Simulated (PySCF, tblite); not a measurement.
**C5H8ClF3Ge: geometry, infrared bands and NMR shifts**

What infrared bands and NMR shifts should C5H8ClF3Ge (`FC(F)(F)C[C@@H]1C[C@@H](Cl)[GeH2]1`) show?

Computed with tblite 0.8.0 and PySCF 2.14.0, with density-fitted response routines of our own, on a single molecule in the gas phase. Atoms count from 0, in the outputs and in this text.

**1. The molecule as given**

18 atoms, charge 0, multiplicity 1; geometry from: force field or distance geometry start.

Bonds of the start (Å): F0–C1 1.39, C1–F2 1.37, C1–F3 1.37, C1–C4 1.47, C4–C5 1.47, C5–C6 1.50, C6–C7 1.53, C7–Cl8 1.78, C7–Ge9 1.95, Ge9–C5 1.92, C4–H10 1.11, C4–H11 1.12, C5–H12 1.13, C6–H13 1.10, C6–H14 1.09, C7–H15 1.09, Ge9–H16 1.54, Ge9–H17 1.52.

**2. Geometry optimisation with GFN2-xTB**

The job: settings as JSON, then the geometry in Å.

```
{"job": {"kind": "relax", "xc": "GFN2-xTB", "basis": "xTB"}, "charge": 0, "multiplicity": 1}
F     -1.852500    -0.856000     1.441300
C     -2.142700    -0.392600     0.159700
F     -3.439600     0.044600     0.187600
F     -2.113100    -1.427700    -0.735000
C     -1.276600     0.757300    -0.160100
C      0.178000     0.577200    -0.167200
C      0.795900    -0.429000    -1.090100
C      2.086700    -0.351800    -0.281700
Cl     2.951400     1.166200    -0.636600
Ge     1.070100    -0.141800     1.371200
H     -1.529600     1.565100     0.564600
H     -1.599600     1.133900    -1.160900
H      0.639300     1.586700    -0.391600
H      0.422600    -1.462300    -1.023800
H      0.921900    -0.021400    -2.094200
H      2.692100    -1.261700    -0.306600
H      1.613700     0.952400     2.316000
H      0.573200    -1.432800     1.995900
```

Command:

```bash
$ OMP_NUM_THREADS=1 python probes_run.py task.json out
```

One launch serves the whole session: the jobs run in the order shown.

**Question.** This job is followed by: GFN2-xTB harmonic vibrations, gas phase; GIAO PBE0/pcSseg-1 NMR shielding, non-relativistic, gas phase. Predict these results of the whole session: strongest single infrared mode (GFN2-xTB); zero-point energy (GFN2-xTB); 13C shifts against TMS (PBE0/pcSseg-1); 1H shifts against TMS (PBE0/pcSseg-1); 19F shifts against CFCl3 (PBE0/pcSseg-1, means over atoms taken as alike); 35Cl shifts against HCl (PBE0/pcSseg-1); 73Ge shifts against GeMe4 (PBE0/pcSseg-1).

**Answer**, as computed:

| quantity | value |
| --- | --- |
| strongest single infrared mode (GFN2-xTB) | 1997 cm⁻¹, 479 km/mol |
| zero-point energy (GFN2-xTB) | 73.9 kcal/mol |
| 13C shifts against TMS (PBE0/pcSseg-1) | 137.6, 53.9, 46.8, 38.5, 31.2 ppm |
| 1H shifts against TMS (PBE0/pcSseg-1) | 5.42, 4.97, 3.97, 3.23, 2.76, 2.40, 2.31, 2.21 ppm |
| 19F shifts against CFCl3 (PBE0/pcSseg-1, means over atoms taken as alike) | -82.7 ppm |
| 35Cl shifts against HCl (PBE0/pcSseg-1) | 137 ppm |
| 73Ge shifts against GeMe4 (PBE0/pcSseg-1) | -58 ppm |

What this shows: Over 129 steps the energy fell by 1.085 eV; of the close pairs, C5–Ge9 changed most, 1.918 to 2.020 Å. No mode is imaginary among the 48: a minimum at this level. The strongest single mode, at 1997 cm⁻¹, moves mainly H17 and H16. GFN2-xTB is a fitted tight-binding method: band positions and strengths are rough. Its intensities can rank the bands wrongly. At PBE0/pcSseg-1: Shielding is most anisotropic at Cl8 (span 462 ppm, paramagnetic term -334 ppm). Spin-orbit coupling is left out, which matters for shieldings and couplings at and beside the heavy atoms.
